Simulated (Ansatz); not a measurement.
# Al3N3 zinc blende ring rod (Al₃N₃H₁₂): geometry, orbitals and charge

What does Al3N3 zinc blende ring rod (Al₃N₃H₁₂) look like as a singlet, and where do its frontier electrons sit?

Computed with Ansatz 0.2.0, Gaussian basis. Level: RKS PBE0-D4/def2-TZVP.

Plan: relaxation at r2SCAN-D4/def2-SVP; a single point at PBE0-D4/def2-TZVP.

2 further runs of the same task are left out: 2 set aside as unsound or not needed.

## 1. Where the work starts

18 atoms, charge 0, spin multiplicity 1.

Atoms are counted from 1 here; the program's logs count them from 0.

Bond lengths: Al1–N4 1.943 Å, Al1–N6 1.943 Å, Al1–H7 1.563 Å, Al1–H8 1.555 Å, Al2–N5 1.942 Å, Al2–N6 1.944 Å, Al2–H9 1.562 Å, Al2–H10 1.554 Å, Al3–N4 1.943 Å, Al3–N5 1.942 Å, Al3–H11 1.563 Å, Al3–H12 1.553 Å, N4–H13 1.027 Å, N4–H14 1.025 Å, N5–H15 1.028 Å, N5–H16 1.024 Å, N6–H17 1.027 Å, N6–H18 1.024 Å. Angles: N4–Al1–N6 104.4°, N4–Al1–H7 106.6°, N4–Al1–H8 108.7°, N6–Al1–H7 105.6°, N6–Al1–H8 109.4°, H7–Al1–H8 121.0°, N5–Al2–N6 104.5°, N5–Al2–H9 105.9°, N5–Al2–H10 108.9°, N6–Al2–H9 106.1°, N6–Al2–H10 109.1°, H9–Al2–H10 121.1°, N4–Al3–N5 104.7°, N4–Al3–H11 106.4°, N4–Al3–H12 108.4°, N5–Al3–H11 105.8°, N5–Al3–H12 109.1°, H11–Al3–H12 121.3° and more.

Geometry (Å):

```
Al   -0.7992   -0.7961    1.7410
Al    1.7428   -0.7938   -0.7933
Al   -0.7914    1.7381   -0.7968
N    -1.4652    0.7077    0.7064
N     0.7031    0.6988   -1.4747
N     0.7066   -1.4627    0.7099
H    -1.8900   -1.9132    1.6600
H    -0.2918   -0.2713    3.1139
H     1.6734   -1.9015   -1.8928
H     3.1068   -0.2618   -0.2739
H    -1.8921    1.6720   -1.9047
H    -0.2642    3.0983   -0.2626
H    -2.3810    0.3783    0.3777
H    -1.6736    1.4240    1.4091
H     0.3413    0.3505   -2.3711
H     1.4071    1.3998   -1.7245
H     0.3594   -2.3640    0.3594
H     1.4079   -1.7029    1.4170
```

The start is a GFN2-xTB geometry.

## 2. Optimising with r2SCAN-D4/def2-SVP

Input file in.yaml:

```yaml
crystal:
  periodic: [false, false, false]
  atoms:
    - {symbol: Al, position_ang: [-0.799150, -0.796110, 1.740990]}
    - {symbol: Al, position_ang: [1.742770, -0.793840, -0.793340]}
    - {symbol: Al, position_ang: [-0.791390, 1.738140, -0.796790]}
    - {symbol: N, position_ang: [-1.465210, 0.707660, 0.706410]}
    - {symbol: N, position_ang: [0.703090, 0.698790, -1.474680]}
    - {symbol: N, position_ang: [0.706620, -1.462730, 0.709940]}
    - {symbol: H, position_ang: [-1.890030, -1.913200, 1.659950]}
    - {symbol: H, position_ang: [-0.291800, -0.271320, 3.113950]}
    - {symbol: H, position_ang: [1.673430, -1.901460, -1.892760]}
    - {symbol: H, position_ang: [3.106810, -0.261830, -0.273860]}
    - {symbol: H, position_ang: [-1.892110, 1.671950, -1.904740]}
    - {symbol: H, position_ang: [-0.264160, 3.098250, -0.262650]}
    - {symbol: H, position_ang: [-2.381030, 0.378290, 0.377660]}
    - {symbol: H, position_ang: [-1.673580, 1.424030, 1.409120]}
    - {symbol: H, position_ang: [0.341330, 0.350490, -2.371140]}
    - {symbol: H, position_ang: [1.407120, 1.399820, -1.724500]}
    - {symbol: H, position_ang: [0.359410, -2.363960, 0.359400]}
    - {symbol: H, position_ang: [1.407890, -1.702950, 1.417050]}
basis:
  gaussian: {orbitals: def2-SVP}
hamiltonian: {xc: r2scan, dispersion: d4}
scf: {lower_state_search: "off"}
output: {orbitals: {seedname: orbitals}}
relax: {f_tol: 0.02, max_steps: 100}
```

Run with:

```bash
> ansatz run in.yaml --threads 4 --pin off --events-out ev --progress --plain --max-ram 4787MiB
```

Further steps of the session: Single point, PBE0-D4/def2-TZVP.

Before running them: what should the planned runs give, taken together? Wanted: point group; commonest bond, hydrogen aside; HOMO, LUMO at PBE0-D4/def2-TZVP; dipole at r2SCAN-D4/def2-SVP.

**Answer**, as computed:

```
                       quantity                           value
                    point group                             C3v
 commonest bond, hydrogen aside  Al–N, 6 of mean length 1.962 Å
HOMO, LUMO at PBE0-D4/def2-TZVP                 -7.78, -0.19 eV
   dipole at r2SCAN-D4/def2-SVP                          3.65 D
```

In words: The molecule keeps its bonding pattern by the stored test; the atoms moved 0.47 Å (rms), and the angle Al2–N5–Al3 went from 134° to 122°. No usable vibrations, so a minimum isn't proven. Whether this spin is the lowest isn't tested here.
